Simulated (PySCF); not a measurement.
# C₈H₆ClF: excited states, first hyperpolarisability

What do calculations give for the excited states, first hyperpolarisability of C₈H₆ClF (`Fc1ccc(/C=C/Cl)cc1`)?

Programs: PySCF 2.14.0, with routines of our own; each step states its level. All values are computed. Atoms count from 0.

### Step 1. The system as given

16 atoms, charge 0, multiplicity 1; geometry from: GFN2-xTB.

### Step 2. Geometry optimisation at PBE0-D3(BJ)/def2-SVP

The job: settings as JSON, then the geometry in Å.

```
{"job": {"xc": "PBE0", "basis": "def2-SVP", "d3": "d3bj", "grid": 2, "kind": "geom"}, "charge": 0, "multiplicity": 1}
F     -3.590003     0.057741     0.932988
C     -2.291549    -0.024097     0.578927
C     -1.496852     1.105704     0.669257
C     -0.167816     1.020370     0.306896
C      0.378770    -0.183385    -0.145350
C      1.771202    -0.328204    -0.538638
C      2.694324     0.629831    -0.526999
Cl     4.313440     0.340218    -1.015649
C     -0.454761    -1.302613    -0.223508
C     -1.786410    -1.232963     0.135317
H     -1.923799     2.032162     1.019752
H      0.449499     1.900966     0.377517
H      2.056624    -1.318334    -0.867636
H      2.520971     1.647990    -0.219302
H     -0.049257    -2.241394    -0.570695
H     -2.431983    -2.095048     0.075712
```

The run is started by

```bash
$ OMP_NUM_THREADS=1 python excited_run.py task.json out
```

This one command runs all jobs of the session in turn.

Log:

```text
step   0  E = -867.44553347  max force = 0.018172
step   1  E = -867.44704569  max force = 0.003051
step   2  E = -867.44702821  max force = 0.002279
step   3  E = -867.44707294  max force = 0.001235
step   4  E = -867.44707838  max force = 0.000304
optimisation converged
```

Wall time 74 s (1 thread of Arm Neoverse V1, shared host); peak memory 0.82 GiB.

The steps of the relaxation:

| step | energy from step 0 (eV) | largest force component (eV/Å) |
| --- | --- | --- |
| 0 | 0.0000 | 0.9344 |
| 1 | -0.0411 | 0.1569 |
| 2 | -0.0407 | 0.1172 |
| 3 | -0.0419 | 0.0635 |
| 4 | -0.0420 | 0.0156 |

Distances of close pairs at the start and the end, largest changes first:

| bond | before (Å) | after (Å) | change (Å) |
| --- | --- | --- | --- |
| F0–C1 | 1.348 | 1.330 | -0.018 |
| C6–H13 | 1.078 | 1.092 | +0.014 |
| C3–H11 | 1.078 | 1.092 | +0.014 |
| C8–H14 | 1.080 | 1.093 | +0.013 |
| C2–H10 | 1.079 | 1.091 | +0.013 |
| C5–H12 | 1.082 | 1.094 | +0.013 |
| C9–H15 | 1.079 | 1.091 | +0.013 |
| C8–C9 | 1.381 | 1.391 | +0.010 |

The end geometry stands in the next job.

| at the end point | value |
| --- | --- |
| point group (found at 0.08 Å tolerance) | Cs |
| rotational constants (GHz, main isotopes) | 5.041, 0.411, 0.380 |
| dipole moment (D) | 0.26 |

### Step 3. Excited states: TDA CAM-B3LYP/aug-cc-pVDZ

The job: settings as JSON, then the geometry in Å.

```
{"job": {"kind": "states", "xc": "CAM-B3LYP", "basis": "aug-cc-pVDZ", "tda": true, "soc": true, "nstates": 6, "ntriplets": 5, "nquad": 4}, "charge": 0, "multiplicity": 1}
F     -2.706002     0.253921     0.507712
C     -1.426367     0.174734     0.152123
C     -0.625909     1.310307     0.237459
C      0.709123     1.225854    -0.132929
C      1.264109     0.017933    -0.591098
C      2.664378    -0.124702    -0.992391
C      3.591128     0.840812    -0.982477
Cl     5.220406     0.578767    -1.473385
C      0.423920    -1.104390    -0.663339
C     -0.916024    -1.035909    -0.295768
H     -1.061714     2.245387     0.593831
H      1.328645     2.122128    -0.062014
H      2.969939    -1.119912    -1.329952
H      3.401017     1.868476    -0.666218
H      0.832551    -2.054474    -1.016707
H     -1.570736    -1.907289    -0.351179
```

Level: TDA CAM-B3LYP/aug-cc-pVDZ excited states, vertical, gas phase, spin-orbit mean-field couplings.

Log:

```text
coarse grid: 15120 points
cycle   1  E = -868.2597747895  dE =  2.018e+00  |g| = 5.045e-01  |ddm| = 4.439e+01
cycle   2  E = -868.2638307322  dE = -4.056e-03  |g| = 5.538e-01  |ddm| = 6.682e+00
cycle   3  E = -868.3186187419  dE = -5.479e-02  |g| = 6.852e-02  |ddm| = 2.227e+00
cycle   4  E = -868.3194772000  dE = -8.585e-04  |g| = 3.467e-02  |ddm| = 6.145e-01
cycle   5  E = -868.3197657749  dE = -2.886e-04  |g| = 9.797e-03  |ddm| = 3.026e-01
cycle   6  E = -868.3197901521  dE = -2.438e-05  |g| = 2.667e-03  |ddm| = 9.974e-02
cycle   7  E = -868.3197919872  dE = -1.835e-06  |g| = 7.885e-04  |ddm| = 2.277e-02
final grid: 145248 points
cycle   8  E = -868.3462180573  dE = -2.351e-05  |g| = 4.330e-03  |ddm| = 1.122e+00
cycle   9  E = -868.3462171493  dE =  9.080e-07  |g| = 5.115e-03  |ddm| = 6.838e-02
cycle  10  E = -868.3462225092  dE = -5.360e-06  |g| = 5.033e-04  |ddm| = 3.652e-02
cycle  11  E = -868.3462225577  dE = -4.856e-08  |g| = 1.452e-04  |ddm| = 5.521e-03
cycle  12  E = -868.3462225628  dE = -5.112e-09  |g| = 5.760e-05  |ddm| = 1.835e-03
cycle  13  E = -868.3462225636  dE = -7.826e-10  |g| = 1.919e-05  |ddm| = 4.108e-04
converged SCF energy = -868.3462225636

Singlet excitations
state   eV       nm        f     d(h-e)  d(exc)  Lambda  PR(NTO)  |dmu|/D   mu/D   main configurations
  1   4.8413   256.1   0.22170   0.429   3.382   0.715   1.314    1.261    0.939   H->L 0.53, H->L+1 0.29, H-1->L 0.10
  2   5.1844   239.1   0.42952   0.153   3.392   0.673   1.344    0.129    0.454   H->L 0.40, H->L+1 0.33, H-1->L 0.21
  3   5.7423   215.9   0.00025   0.571   4.594   0.221   1.046    2.268    2.389   H->L+2 0.82
  4   6.0648   204.4   0.00001   0.493   4.884   0.155   1.035    2.197    2.481   H->L+3 0.83
  5   6.3299   195.9   0.00000   1.244   4.280   0.276   1.119                     H->L+6 0.43, H->L+9 0.18
  6   6.3698   194.6   0.00432   0.393   5.268   0.203   1.137                     H->L+4 0.79

Triplet excitations (Tamm-Dancoff)
state   eV     d(h-e)  d(exc)  Lambda  PR(NTO)   main configurations
  1   3.0258   0.076   3.021   0.782   1.171   H->L 0.86
  2   4.2271   0.623   3.118   0.626   1.069   H->L+1 0.83, H-2->L+1 0.09
  3   4.3619   0.067   2.471   0.705   1.988   H-1->L+1 0.45, H-2->L 0.16, H-1->L 0.14
  4   4.7849   0.157   2.715   0.678   2.284   H-2->L 0.34, H-1->L+1 0.21, H->L+7 0.14
  5   5.0151   0.748   3.027   0.606   1.074   H-1->L 0.63, H-1->L+1 0.25
S1 - T1 = 1.8155 eV

Spin-orbit couplings |<S|Hso|T>| (cm-1)
             T1       T2       T3       T4       T5
S0        0.035    0.018    0.199    0.269    0.080
S1        0.031    0.008    0.084    0.003    0.022
S2        0.050    0.013    0.005    0.016    0.054
S3        7.848    1.653    2.885    1.349    0.557
S4        5.657    1.826    2.812    2.255    0.545
S5       19.371    0.894    8.989    6.466    0.296
S6        1.397    1.432    0.361    0.329    0.263
T1 sublevels (cm-1): 0.000 0.018 0.018   radiative rates (1/s): 0.00691 0.000967 0.00116
```

Wall time 89 s (1 thread of Arm Neoverse V1, shared host); peak memory 1.3 GiB.

In short:

| quantity | value |
| --- | --- |
| S1 less T1 | 1.82 eV |

### Step 4. Excited states: TDDFT CAM-B3LYP/aug-cc-pVDZ

Settings changed since step 3:

```diff
@@ -1,2 +1,2 @@
-{"job": {"kind": "states", "xc": "CAM-B3LYP", "basis": "aug-cc-pVDZ", "tda": true, "soc": true, "nstates": 6, "ntriplets": 5, "nquad": 4}, "charge": 0, "multiplicity": 1}
+{"job": {"kind": "states", "xc": "CAM-B3LYP", "basis": "aug-cc-pVDZ", "tpa": true, "nstates": 8, "nquad": 6, "ntriplets": 0}, "charge": 0, "multiplicity": 1}
 F     -2.706002     0.253921     0.507712
```

Method: TDDFT CAM-B3LYP/aug-cc-pVDZ excited states, vertical, gas phase, two-photon moments by quadratic response.

Log:

```text
coarse grid: 15120 points
cycle   1  E = -868.2597747895  dE =  2.018e+00  |g| = 5.045e-01  |ddm| = 4.439e+01
cycle   2  E = -868.2638307322  dE = -4.056e-03  |g| = 5.538e-01  |ddm| = 6.682e+00
cycle   3  E = -868.3186187419  dE = -5.479e-02  |g| = 6.852e-02  |ddm| = 2.227e+00
cycle   4  E = -868.3194772000  dE = -8.585e-04  |g| = 3.467e-02  |ddm| = 6.145e-01
cycle   5  E = -868.3197657749  dE = -2.886e-04  |g| = 9.797e-03  |ddm| = 3.026e-01
cycle   6  E = -868.3197901521  dE = -2.438e-05  |g| = 2.667e-03  |ddm| = 9.974e-02
cycle   7  E = -868.3197919872  dE = -1.835e-06  |g| = 7.885e-04  |ddm| = 2.277e-02
final grid: 145248 points
cycle   8  E = -868.3462180573  dE = -2.351e-05  |g| = 4.330e-03  |ddm| = 1.122e+00
cycle   9  E = -868.3462171493  dE =  9.080e-07  |g| = 5.115e-03  |ddm| = 6.838e-02
cycle  10  E = -868.3462225092  dE = -5.360e-06  |g| = 5.033e-04  |ddm| = 3.652e-02
cycle  11  E = -868.3462225577  dE = -4.856e-08  |g| = 1.452e-04  |ddm| = 5.521e-03
cycle  12  E = -868.3462225628  dE = -5.112e-09  |g| = 5.760e-05  |ddm| = 1.835e-03
cycle  13  E = -868.3462225636  dE = -7.826e-10  |g| = 1.919e-05  |ddm| = 4.108e-04
converged SCF energy = -868.3462225636

Singlet excitations
state   eV       nm        f     d(h-e)  d(exc)  Lambda  PR(NTO)  |dmu|/D   mu/D   delta(TPA)   sigma/GM   main configurations
  1   4.6820   264.8   0.30064   0.363   3.389   0.754   1.238    0.986    0.747       21.05      0.169   H->L 0.79, H->L+1 0.14
  2   5.0317   246.4   0.21393   0.273   3.277   0.616   1.601    0.763    0.469       32.93      0.305   H->L+1 0.53, H-1->L 0.23, H->L 0.18
  3   5.7391   216.0   0.00030   0.570   4.588   0.221   1.046    2.260    2.387        1.86      0.022   H->L+2 0.82
  4   6.0628   204.5   0.00000   0.486   4.880   0.156   1.036    2.171    2.464        9.77      0.132   H->L+3 0.83
  5   6.1632   201.2   0.24909   0.232   3.675   0.564   1.868    0.704    1.070       15.53      0.216   H-1->L 0.59, H->L+1 0.29
  6   6.3044   196.7   0.00010   1.380   4.272   0.276   1.113    5.601    5.971       34.44      0.501   H->L+6 0.43, H->L+9 0.17
  7   6.3678   194.7   0.00412   0.540   5.272   0.203   1.137                                            H->L+4 0.79
  8   6.3799   194.3   0.34955   0.064   2.961   0.733   2.361                                            H-1->L+1 0.51, H-2->L 0.21, H->L+7 0.15
```

It took 1.9 min on 1 thread of Arm Neoverse V1, shared host; peak memory 1.3 GiB.

### Step 5. First hyperpolarisability: quadratic response CAM-B3LYP/aug-cc-pVDZ

Settings changed since step 4:

```diff
@@ -1,2 +1,2 @@
-{"job": {"kind": "states", "xc": "CAM-B3LYP", "basis": "aug-cc-pVDZ", "tpa": true, "nstates": 8, "nquad": 6, "ntriplets": 0}, "charge": 0, "multiplicity": 1}
+{"job": {"kind": "beta", "xc": "CAM-B3LYP", "basis": "aug-cc-pVDZ"}, "charge": 0, "multiplicity": 1}
 F     -2.706002     0.253921     0.507712
```

With the program's defaults for keys left out, this is: quadratic response CAM-B3LYP/aug-cc-pVDZ first hyperpolarisability, Taylor convention, gas phase.

Log:

```text
coarse grid: 15120 points
cycle   1  E = -868.2597747895  dE =  2.018e+00  |g| = 5.045e-01  |ddm| = 4.439e+01
cycle   2  E = -868.2638307322  dE = -4.056e-03  |g| = 5.538e-01  |ddm| = 6.682e+00
cycle   3  E = -868.3186187419  dE = -5.479e-02  |g| = 6.852e-02  |ddm| = 2.227e+00
cycle   4  E = -868.3194772000  dE = -8.585e-04  |g| = 3.467e-02  |ddm| = 6.145e-01
cycle   5  E = -868.3197657749  dE = -2.886e-04  |g| = 9.797e-03  |ddm| = 3.026e-01
cycle   6  E = -868.3197901521  dE = -2.438e-05  |g| = 2.667e-03  |ddm| = 9.974e-02
cycle   7  E = -868.3197919872  dE = -1.835e-06  |g| = 7.885e-04  |ddm| = 2.277e-02
final grid: 145248 points
cycle   8  E = -868.3462180573  dE = -2.351e-05  |g| = 4.330e-03  |ddm| = 1.122e+00
cycle   9  E = -868.3462171493  dE =  9.080e-07  |g| = 5.115e-03  |ddm| = 6.838e-02
cycle  10  E = -868.3462225092  dE = -5.360e-06  |g| = 5.033e-04  |ddm| = 3.652e-02
cycle  11  E = -868.3462225577  dE = -4.856e-08  |g| = 1.452e-04  |ddm| = 5.521e-03
cycle  12  E = -868.3462225628  dE = -5.112e-09  |g| = 5.760e-05  |ddm| = 1.835e-03
cycle  13  E = -868.3462225636  dE = -7.826e-10  |g| = 1.919e-05  |ddm| = 4.108e-04
converged SCF energy = -868.3462225636

Lowest singlets (eV, f): 4.6820 0.3006  5.0317 0.2139  5.7391 0.0003

First hyperpolarisability (au)
process     nm      |vector|   parallel      HRS      DR
static         -      106.15      53.42      50.52   3.476
shg       1907.0      108.60      54.15      52.35    3.34
eope      1907.0      106.96      53.65          -       -
shg       1064.0      114.47      56.09      57.39   2.951
eope      1064.0      108.78       54.2          -       -
```

It took 83 s on 1 thread of Arm Neoverse V1, shared host; peak memory 1.3 GiB.

### Step 6. Outcome

| quantity | value |
| --- | --- |
| point group | Cs |
| rotational constants (main isotopes) | 5.04, 0.41, 0.38 GHz |
| S1 less T1 (step 3, TDA CAM-B3LYP/aug-cc-pVDZ) | 1.82 eV |
| β vector (step 5, quadratic response CAM-B3LYP/aug-cc-pVDZ) | static 106, SHG 1907.0 nm 109, SHG 1064.0 nm 114 au |

In words: Over 4 steps the energy fell by 0.042 eV; of the close pairs, F0–C1 changed most, 1.348 to 1.330 Å. In step 3, the number of triplets below S1 is 4, and the largest singlet-triplet spin-orbit coupling is S5–T1, 19.37 cm⁻¹. β grows from 106 au (static) to 114 au for doubling at 1064.0 nm: normal dispersion, which grows as twice the photon energy moves toward the bright states.
